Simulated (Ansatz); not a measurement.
# One shape, several levels: GaHCl (SMILES [Cl][GaH])

Wanted: a comparison of 6 runs (U-revPBE/STO-3G, UB3LYP/STO-3G, UBHLYP/STO-3G, UPBE0/STO-3G, UBCCD(T)/STO-3G, UCCSD(T)/STO-3G) of GaHCl. 

Program for the calculation: Ansatz 0.2.0.

99 further runs of the same task are left out: 46 that didn't finish, 53 set aside as unsound or not needed.

**1. The system as given**

The species is GaHCl (3 atoms), meant as a doublet with charge 0. SMILES: `[Cl][GaH]`. The H3–Ga2 distance was set to 3.207 Å, away from the relaxed value. At this shape a bond of the SMILES string is far longer than usual.

Bond lengths: Cl1–Ga2 2.168 Å.

**2. The energy at U-revPBE/STO-3G (run 1)**

in.yaml

```yaml
crystal:
  periodic: [false, false, false]
  atoms:
    - symbol: Cl
      position_ang: [2.410074, -1.484762, 1.159190]
    - symbol: Ga
      position_ang: [0.548274, -1.876962, 0.120690]
    - symbol: H
      position_ang: [-1.210500, 0.710000, -0.586300]
basis:
  gaussian: {orbitals: STO-3G}
magnetization: {spin_polarized: true, initial_magnetization: 1}
hamiltonian: {xc: {name: revPBE}}
accuracy: high
```

The run is started by

```bash
$ ansatz run in.yaml --threads 1 --pin off --max-ram 2610MiB --events-out events.jsonl --progress --plain --runs-dir runs
```

Output:

```text
Warning: RAYON_NUM_THREADS=1 ignored (pool sized by the plan → 1); use --threads N
Functional definition: revPBE
  name "revPBE"
  parameter kappa = 1.245
  parameter beta = 0.06672455060314922
  exchange = pbe_x(kappa = kappa, mu = beta*pi^2/3)
  correlation = pbe_c(beta = beta)
392 factors; integrals over basis functions are off by at most 6.4e-9 eV
mean field evaluation 1: about -63694.6540 eV, gradient 5.1e1 eV
mean field evaluation 2: about -63995.1761 eV, gradient 4.7e1 eV
mean field evaluation 4: about -64140.9497 eV, gradient 2.4e1 eV
mean field evaluation 8: about -64145.1355 eV, gradient 2.5e1 eV
mean field evaluation 16: about -64155.0967 eV, gradient 2.4e-1 eV
mean field evaluation 32: about -63694.7609 eV, gradient 5.2e1 eV
mean field evaluation 64: about -64154.9315 eV, gradient 1.5e0 eV
mean field evaluation 96: about -64155.0995 eV, gradient 1.5e-4 eV
mean field evaluation 128: about -64154.1220 eV, gradient 8.9e-2 eV
mean field evaluation 160: about -64155.1611 eV, gradient 1.6e-2 eV
mean field evaluation 192: about -64154.6402 eV, gradient 6.8e-2 eV
mean field evaluation 224: about -64154.1746 eV, gradient 6.8e-1 eV
mean field evaluation 256: about -64150.3874 eV, gradient 2.1e1 eV
mean field evaluation 288: about -64155.1627 eV, gradient 2.6e-2 eV
mean field evaluation 320: about -64154.0806 eV, gradient 1.1e0 eV
mean field evaluation 352: about -64155.0965 eV, gradient 6.2e-2 eV
mean field -64155.16288509 eV, -2357.6587500958 hartree, gradient 1.9e-8 eV, S^2 1.449544; 15 other end points of the search recorded, 0 dependent functions left out
reference -64155.16288758 eV, -2357.6587501875 hartree; 25, 24 occupied and 3, 4 virtual orbitals, 392 factors
Total energy: -64155.16288758 eV, -2357.6587501875 hartree
```

It took 50 s on 1 thread of Arm Neoverse V1, shared host; peak memory 0.13 GiB.

**3. The energy at UB3LYP/STO-3G (run 2)**

input.yaml

```yaml
crystal:
  periodic: [false, false, false]
  atoms:
    - {symbol: Cl, position_ang: [2.410074, -1.484762, 1.159190]}
    - {symbol: Ga, position_ang: [0.548274, -1.876962, 0.120690]}
    - {symbol: H, position_ang: [-1.210500, 0.710000, -0.586300]}
basis:
  gaussian:
    orbitals: STO-3G
magnetization:
  spin_polarized: true
  initial_magnetization: 1
hamiltonian:
  xc: {name: B3LYP}
accuracy: high
```

The run is started by

```bash
$ ansatz run input.yaml --threads 1 --pin off --max-ram 2610MiB --events-out events.jsonl --progress --plain --runs-dir runs
```

Output, shortened:

```text
Warning: RAYON_NUM_THREADS=1 ignored (pool sized by the plan → 1); use --threads N
Functional definition: B3LYP
  name "B3LYP"
[...]
392 factors; integrals over basis functions are off by at most 6.4e-9 eV
[...]
mean field -64161.30404091 eV, -2357.8844334095 hartree, gradient 3.6e-8 eV, S^2 1.417022; 14 other end points of the search recorded, 0 dependent functions left out
reference -64161.30406945 eV, -2357.8844344583 hartree; 25, 24 occupied and 3, 4 virtual orbitals, 392 factors
Total energy: -64161.30406945 eV, -2357.8844344583 hartree
```

Run time: 41 s. Hardware: 1 thread of Arm Neoverse V1, shared host; peak memory 0.14 GiB.

Runs 3 to 5 aren't shown in full; the table further down has their settings and results.

**4. The energy at UCCSD(T)/STO-3G (run 6)**

Changes to input.yaml since step 3:

```diff
@@ -9,2 +9,5 @@
     orbitals: STO-3G
+correlation:
+  method: ccsd_t
+  frozen_orbitals: {Cl: 5, Ga: 9, H: 0}
 magnetization:
@@ -12,4 +15,4 @@
   initial_magnetization: 1
-hamiltonian:
-  xc: {name: B3LYP}
+scf:
+  omitted_lower_state_checks: [cluster_reference, increment]
 accuracy: high
```

The run is started by

```bash
$ ansatz run input.yaml --threads 1 --pin off --max-ram 2610MiB --events-out events.jsonl --progress --plain --runs-dir runs
```

Output:

```text
Warning: RAYON_NUM_THREADS=1 ignored (pool sized by the plan → 1); use --threads N
[... 21 lines left out ...]
14 core orbitals not correlated: weight in the atoms' cores, before any rotation towards them, 0.999 or more for the frozen orbitals, at most 0.001 for the correlated occupied ones
[... 182 lines left out ...]
Total energy: -64112.96448983 eV, -2356.1079876731 hartree
Checks for a lower state left out: cluster_reference, increment
```

Wall time 4.8 s (1 thread of Arm Neoverse V1, shared host).

**5. Overview of the runs**

```csv
run,level,frozen core orbitals,energy (Eh),⟨S²⟩,wall time
1,U-revPBE/STO-3G,–,-2357.658750,1.450,50 s
2,UB3LYP/STO-3G,–,-2357.884434,1.417,41 s
3,UBHLYP/STO-3G,–,-2357.981750,1.701,43 s
4,UPBE0/STO-3G,–,-2357.559951,1.458,47 s
5,UBCCD(T)/STO-3G,14,-2356.107992,1.732,5.7 s
6,UCCSD(T)/STO-3G,14,-2356.107988,1.732,4.8 s
```

**6. What came out**

| quantity | value |
| --- | --- |
| run 6: total energy | -2356.10799 Eh |
| run 6: correlation energy (14 core orbitals frozen) | -37.6 mEh |
| run 6: (T) correction | -2.12 mEh |
| run 6: ⟨S²⟩ of the reference determinant | 1.732 |
| run 6: T1 diagnostic | 0.019 |

Totals of different functionals can't be ranked against each other. In runs 1, 2, 3, 4, 5, 6 the basis is minimal, so the values are rough. Spin contamination of the reference: run 5 ⟨S²⟩ = 1.73, run 6 ⟨S²⟩ = 1.73, run 3 ⟨S²⟩ = 1.70, run 4 ⟨S²⟩ = 1.46, run 1 ⟨S²⟩ = 1.45, run 2 ⟨S²⟩ = 1.42. Where it is this large, the reference is a mixture of spin states, and values that rest on it are in doubt. All runs together took 3.2 min, the longest 50 s.
